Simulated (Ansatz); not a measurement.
## AlFe, space group Pm-3m: a comparison of functionals at one structure, step by step

With Ansatz 0.2.0, Python API.

Notebook, run cell by cell (the value of a cell's last expression is shown):

In [1]:
```python
from dataclasses import dataclass
import csv

import ansatz as az
```

In [2]:
```python
@dataclass(frozen=True)
class Settings:
    occupations: str = "Fermi-Dirac"
    smearing_width: float = 0.15
    k_density: float = 3.8
    scf_tol: float = 1e-07


settings = Settings()
```

In [3]:
```python
lattice = az.Lattice.of(
    (2.91, 0.0, 0.0),
    (0.0, 2.91, 0.0),
    (0.0, 0.0, 2.91),
)
sites = [
    ("Al", (0.0, 0.0, 0.0)),
    ("Fe", (0.5, 0.5, 0.5)),
]
crystal = az.Crystal(lattice=lattice)
for symbol, position in sites:
    crystal = crystal.atom(symbol, position)
crystal = crystal.moments(Fe=2.4)

crystal.resolved().tree()["lattice"]
```
Out [3]:
```text
((2.91, 0.0, 0.0), (0.0, 2.91, 0.0), (0.0, 0.0, 2.91))
```

In [4]:
```python
model = crystal.calculation()
model = model.spin("collinear").occupations(settings.occupations, width=settings.smearing_width)
model = model.kpoints(density=settings.k_density)
model = model.scf(tolerance=settings.scf_tol)

rows = []
for value in ["pbesol", "pbe", "rpbe", "r2scan", "blyp"]:
    report = model.functional(value).run(threads=1, backend="cpu").report
    rows.append((value, report["free_energy_ev"] / len(report["lattice"]["sites"]), report["n_iterations"], report["magnetization_mub"], report["n_kpoints"]))
```
```text
DeckWarning: basis.ecutwfc = 420 eV, auto-derived from the records' recommended cutoffs: set by Al (normal level)
DeckWarning: basis.ecutwfc = 500 eV, auto-derived from the records' recommended cutoffs: set by Al (their level for a meta-GGA)
```

In [5]:
```python
with open("xc.csv", "w", newline="") as handle:
    writer = csv.writer(handle)
    writer.writerow(["functional", "F/atom (eV)", "iterations", "moment (muB)", "k-points"])
    writer.writerows([round(v, 5) if isinstance(v, float) else v for v in row] for row in rows)
print(open("xc.csv").read())
```
```text
functional,F/atom (eV),iterations,moment (muB),k-points
pbesol,-2487.05993,10,0.66487,35
pbe,-2509.34515,11,0.66903,35
rpbe,-2513.17549,11,0.6918,35
r2scan,-2513.28514,15,1.90047,35
blyp,-2514.69367,10,0.5838,35
```

Reading the output:
- Other magnetic orders than the one started from may lie lower.
- BLYP can be off by several per cent in the lattices of metals, and by several GPa in the pressure at a fixed cell.
- For a metal this k-point mesh is coarse: on a finer one energies can move by several to tens of meV an atom and pressures by half a GPa or more, differences at one mesh by less.
- The smearing is wide enough that free energy and stress hold a thermal part of the electrons.
- r2SCAN tends to overestimate the moments of itinerant magnets.
- The structure is a deposited one; some such entries were measured under pressure or heat, so a shift against it needn't be the functional's error alone.
- Warnings are shown shortened and without file and line.
- Total energies of different functionals can't be compared; pressures, moments and gaps at this one structure can.
- Timing: 64 s on 1 thread of Arm Neoverse V2 (shared host), peak memory 0.58 GiB.

(Lines on the test bed's own set-up are left out of the output.)
